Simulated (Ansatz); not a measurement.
# GaH5S (built from SMILES S.[GaH3]): a reaction path by the nudged elastic band

The runs use Ansatz 0.2.0, Gaussian basis; PBE0-D4/def2-SVP.

## (1) The system as given

The first end: 7 atoms, charge 0, spin multiplicity 1.

Atoms are counted from 1 here; the program's logs count them from 0.

Bond lengths: Ga1–H2 1.576 Å, Ga1–H3 1.574 Å, Ga1–H4 1.574 Å, Ga1–S6 2.599 Å, H5–S6 1.343 Å, S6–H7 1.343 Å. Angles: H2–Ga1–H3 118.9°, H2–Ga1–H4 118.9°, H2–Ga1–S6 97.4°, H3–Ga1–H4 119.2°, H3–Ga1–S6 94.9°, H4–Ga1–S6 94.9°, Ga1–S6–H5 97.5°, Ga1–S6–H7 97.5°, H5–S6–H7 92.7°.

As a file:

```csv
atom,x (Å),y (Å),z (Å)
Ga1,-0.9253,-0.2557,-0.5897
H2,-0.1874,0.4959,-1.7619
H3,-0.8936,-1.8295,-0.5554
H4,-2.0347,0.5084,0.2253
H5,1.9693,-0.3172,0.4534
S6,0.9221,0.0445,1.2133
H7,1.1497,1.3535,1.0148
```

The second end:

```
Ga   -0.7187   -0.3978    0.2996
H     0.4948    0.2667   -2.1229
H    -0.9293   -1.8173   -0.3094
H    -1.5854    0.8700    0.0246
H     1.0755    0.2418   -1.6498
S     0.9311   -0.2334    1.7516
H     0.7321    1.0700    2.0061
```

## (2) The band at PBE0-D4/def2-SVP

Contents of neb/in.yaml:

```yaml
crystal:
  periodic: [false, false, false]
  atoms:
    - {symbol: Ga, position_ang: [-0.925344, -0.255736, -0.589692]}
    - {symbol: H, position_ang: [-0.187366, 0.495921, -1.761861]}
    - {symbol: H, position_ang: [-0.893591, -1.829458, -0.555406]}
    - {symbol: H, position_ang: [-2.034699, 0.508424, 0.225312]}
    - {symbol: H, position_ang: [1.969267, -0.317184, 0.453415]}
    - {symbol: S, position_ang: [0.922088, 0.044497, 1.213308]}
    - {symbol: H, position_ang: [1.149747, 1.353535, 1.014825]}
basis:
  gaussian: {orbitals: def2-SVP}
hamiltonian: {xc: pbe0, dispersion: d4}
neb:
  images: 5
  climbing: true
  max_iterations: 40
  initial_path: idpp
  final_atoms:
    - {symbol: Ga, position_ang: [-0.718746, -0.397844, 0.299563]}
    - {symbol: H, position_ang: [0.494822, 0.266679, -2.122884]}
    - {symbol: H, position_ang: [-0.929325, -1.817279, -0.309386]}
    - {symbol: H, position_ang: [-1.585423, 0.870045, 0.024630]}
    - {symbol: H, position_ang: [1.075498, 0.241777, -1.649755]}
    - {symbol: S, position_ang: [0.931141, -0.233376, 1.751642]}
    - {symbol: H, position_ang: [0.732133, 1.069998, 2.006090]}
```

The run is started by

```sh
$ ansatz run in.yaml --threads 2 --pin off --events-out ev --progress --plain --max-ram 4352MiB
```

**Question.** How long does this run take on 2 threads of Arm Neoverse V1, shared host?

About 2 min.
